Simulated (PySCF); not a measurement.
# C3H6BGa: the cost of one run

Computed with PySCF 2.14.0, with density-fitted response routines of our own, on a single molecule in the gas phase. Atoms are numbered from 0 throughout.

## (1) The starting structure

11 atoms, charge 0, multiplicity 1; geometry from: PBE0-D3(BJ)/def2-SVP.

Bonds of the start (Å): B0–C1 1.52, C1–Ga2 2.00, Ga2–C3 1.92, C3–C4 1.22, B0–H5 1.21, B0–H6 1.21, C1–H7 1.10, C1–H8 1.10, Ga2–H9 1.56, C4–H10 1.08.

## (2) Core-electron binding energies: SCAN, X2C

What the job is given:

```
{"job": {"kind": "xps"}, "charge": 0, "multiplicity": 1}
B     -1.895367     0.587182     0.112509
C     -1.007248     0.155962     1.273727
Ga     0.325600    -1.015339     0.361513
C      1.948101    -0.202599    -0.250228
C      2.980359     0.322250    -0.635855
H     -1.627507     1.569970    -0.544018
H     -2.836663    -0.094798    -0.233147
H     -1.466503    -0.520451     2.011243
H     -0.384835     0.940080     1.730545
H      0.112777    -2.554262     0.215356
H      3.889453     0.786257    -0.977266
```

Level: delta-SCF UKS SCAN, pcX-2 on the ionised atom, pcseg-1 elsewhere, spin-free X2C.

Started as:

```bash
$ OMP_NUM_THREADS=1 python probes_run.py task.json out
```

This one command runs all jobs of the session in turn.

Q: Estimate the wall time and peak memory of this first job on 1 thread of Intel Xeon Platinum 8259CL at 2.50GHz, shared host.

About 27 s, with a peak of 0.47 GiB.
